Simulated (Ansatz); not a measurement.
# SiC (zincblende type): Wannier runs under varied settings

Aim: run 2 Wannier inputs for SiC (zincblende type) as typed, and read from each log whether it ends well.

Program: Ansatz 0.2.0. Level of theory: plane waves, PAW; the settings change from run to run, as each input shows. These are calculated values, not measurements.

1 further run of the same task is left out (it didn't finish).

## 1. The starting structure

Symmetry: F-43m, No. 216, cubic system. Conventional cell: a = 4.356 Å, b = 4.356 Å, c = 4.356 Å, α = 90.00°, β = 90.00°, γ = 90.00°. Around Si (site symmetry -43m) lie 4 C at 1.89 Å. C (site symmetry -43m) is surrounded by 4 Si at 1.89 Å.

Structure file:

```
Si C
1.0
     0.00000    2.17805    2.17805
     2.17805    0.00000    2.17805
     2.17805    2.17805    0.00000
Si C
1 1
Direct
  0.00000 0.00000 0.00000
  0.25000 0.25000 0.25000
```

The cell was relaxed beforehand with r2SCAN; those runs aren't shown.

## 2. Try 1

Input file input.yaml:

```yaml
crystal:
  lattice:
    - [0.0, 2.1780523476, 2.1780523476]
    - [2.1780523476, 0.0, 2.1780523476]
    - [2.1780523476, 2.1780523476, 0.0]
  atoms:
    - { symbol: Si, position: [0.0, 0.0, 0.0] }
    - { symbol: C, position: [0.25, 0.25, 0.25] }
kpoints:
  mp_grid: { grid: [8, 8, 8] }
  band_path:
    path:
      - [[0.0, 0.0, 0.0], [-0.5, -0.5, -7.018250096348e-35], [-0.375, -0.375, 0.25]]
      - [[-0.375, 6.643862872863e-19, 0.375], [0.0, 0.0, 0.0], [-1.238562134693e-17, -1.238562134693e-17, 0.5], [-0.5, -0.25, 0.25], [-0.5, -0.5, -7.018250096348e-35]]
    npoints: 10
hamiltonian:
  xc: pbe
scf:
  occupations: { method: fixed }
  n_extra_bands: 6
output:
  forces: false
  stress: false
  eigenvalues: true
  wannier:
    kmesh: [6, 6, 6]
    projections:
      - { species: C, l: s, shell: 2 }
      - { species: C, l: p, shell: 2 }
      - { species: Si, l: d, shell: 3 }
    minimise: true
    write_hr: true
    conv_tol: 1.0e-08
    max_iter: 1000
```

Started as:

```bash
$ ansatz run input.yaml --threads 4 --pin off --max-ram 3686MiB --backend cpu --events-out ev --progress --plain --runs-dir out
```

What it wrote:

```text
Error: inconsistent input (output.wannier.projections): the file of Si doesn't list 3d, and it can't be added: PBE doesn't bind the shell 3d of the free atom, whose level lies at +0.59 eV. Type an atom or ion with it (hamiltonian.pseudopotentials.projection_atoms), take another file or name another shell
```

It took 0.08 s on 4 threads of Arm Neoverse N1, shared host; peak memory 0.073 GiB.

Diagnosis: The program refused the input. The shell asked for is neither in the PAW file nor bound in the atom. Fix: project on a shell that the file lists.

## 3. Try 2

Changes to input.yaml since step 2:

```diff
@@ -26,6 +26,3 @@
     kmesh: [6, 6, 6]
-    projections:
-      - { species: C, l: s, shell: 2 }
-      - { species: C, l: p, shell: 2 }
-      - { species: Si, l: d, shell: 3 }
+    projections: [{ species: Mg, l: p }]
     minimise: true
```

Started as:

```bash
$ ansatz run input.yaml --threads 4 --pin off --max-ram 3686MiB --backend cpu --events-out ev --progress --plain --runs-dir out
```

What it wrote:

```text
Error: inconsistent input (output.wannier.projections[].species, crystal.atoms): output.wannier: Mg is not a species of this cell
```

Run time: 0.06 s. Hardware: 4 threads of Arm Neoverse N1, shared host; peak memory 0.071 GiB.

Diagnosis: The program refused the input. The projections name an element that isn't in the cell. Cure: name an element of the cell.

## 4. Summary

| try | settings | ended | fault | time |
| --- | --- | --- | --- | --- |
| 1 | PBE, 9 functions, 6×6×6 | refused | the shell asked for is neither in the PAW file nor bound in the atom | 0.08 s |
| 2 | PBE, 0 functions, 6×6×6 | refused | the projections name an element that isn't in the cell | 0.06 s |

In words: 2 refused. No run passed without a fault or warning, so no result is quoted.
